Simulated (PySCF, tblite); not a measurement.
# C₃H₆BF₅Si: geometry, infrared bands and NMR shifts

Wanted: the infrared bands and NMR shifts of C₃H₆BF₅Si (`FB(F)CC[SiH2]C(F)(F)F`), by calculation.

Programs: tblite 0.8.0 and PySCF 2.14.0, with density-fitted response routines of our own. Each step states its level of theory. These are calculated values for one molecule in the gas phase, unless marked as measured. Atoms are numbered from 0 throughout.

## 1. Starting geometry

16 atoms, charge 0, multiplicity 1; geometry from: force field or distance geometry start.

Bonds of the start (Å): F0–B1 1.45, B1–F2 1.43, B1–C3 1.60, C3–C4 1.54, C4–Si5 1.88, Si5–C6 1.87, C6–F7 1.39, C6–F8 1.39, C6–F9 1.37, C3–H10 1.10, C3–H11 1.11, C4–H12 1.11, C4–H13 1.11, Si5–H14 1.46, Si5–H15 1.46.

## 2. Optimising the geometry with GFN2-xTB

Job settings and geometry (Å):

```
{"job": {"kind": "relax", "xc": "GFN2-xTB", "basis": "xTB"}, "charge": 0, "multiplicity": 1}
F     -3.193200    -1.361400     0.888100
B     -2.927300    -0.149700     0.131300
F     -3.897900     0.897800     0.089600
C     -1.546900     0.003000    -0.656300
C     -0.358300    -0.055800     0.319100
Si     1.250400     0.127700    -0.627900
C      2.688300     0.066800     0.567200
F      2.577500     1.096900     1.490300
F      2.684200    -1.150600     1.236800
F      3.869400     0.197400    -0.120000
H     -1.555600     0.962600    -1.193600
H     -1.477600    -0.834300    -1.385100
H     -0.342300    -1.023900     0.861700
H     -0.421200     0.771200     1.049500
H      1.378600    -0.957400    -1.597000
H      1.264300     1.418500    -1.320300
```

Launch:

```console
OMP_NUM_THREADS=1 python probes_run.py task.json out
```

This one command runs all jobs of the session in turn.

**Question.** This job is followed by: GFN2-xTB harmonic vibrations, gas phase; GIAO PBE0/pcSseg-1 NMR shielding, non-relativistic, gas phase. Predict these results of the whole session: strongest single infrared mode (GFN2-xTB); zero-point energy (GFN2-xTB); 13C shifts against TMS (PBE0/pcSseg-1); 1H shifts against TMS (PBE0/pcSseg-1, means over atoms taken as alike); 19F shifts against CFCl3 (PBE0/pcSseg-1, means over atoms taken as alike); 11B shifts against BF3·OEt2 (PBE0/pcSseg-1); 29Si shifts against TMS (PBE0/pcSseg-1); surface potential, 1st and 99th percentile.

**Answer**, as computed:

```
                                                                 quantity                  value
                                strongest single infrared mode (GFN2-xTB)  1289 cm⁻¹, 387 km/mol
                                             zero-point energy (GFN2-xTB)          58.2 kcal/mol
                                   13C shifts against TMS (PBE0/pcSseg-1)    139.4, 8.8, 4.1 ppm
   1H shifts against TMS (PBE0/pcSseg-1, means over atoms taken as alike)   4.18, 1.25, 1.02 ppm
19F shifts against CFCl3 (PBE0/pcSseg-1, means over atoms taken as alike)       -68.5, -72.5 ppm
                              11B shifts against BF3·OEt2 (PBE0/pcSseg-1)               28.3 ppm
                                  29Si shifts against TMS (PBE0/pcSseg-1)              -40.0 ppm
                                    surface potential, 1st and 99th percentile     -0.70 V and 1.97 V
```

In words: Relaxing lowered the energy by 0.897 eV in 136 steps; the close pair that moved most is F0–B1, from 1.453 to 1.315 Å. No mode is imaginary among the 42: a minimum at this level. The strongest single mode, at 1289 cm⁻¹, moves mainly B1. GFN2-xTB is a fitted tight-binding method: band positions and strengths are rough. Its intensities can rank the bands wrongly. At PBE0/pcSseg-1: The largest span, 319 ppm, is at F0, F2, where the paramagnetic term is -227 ppm.
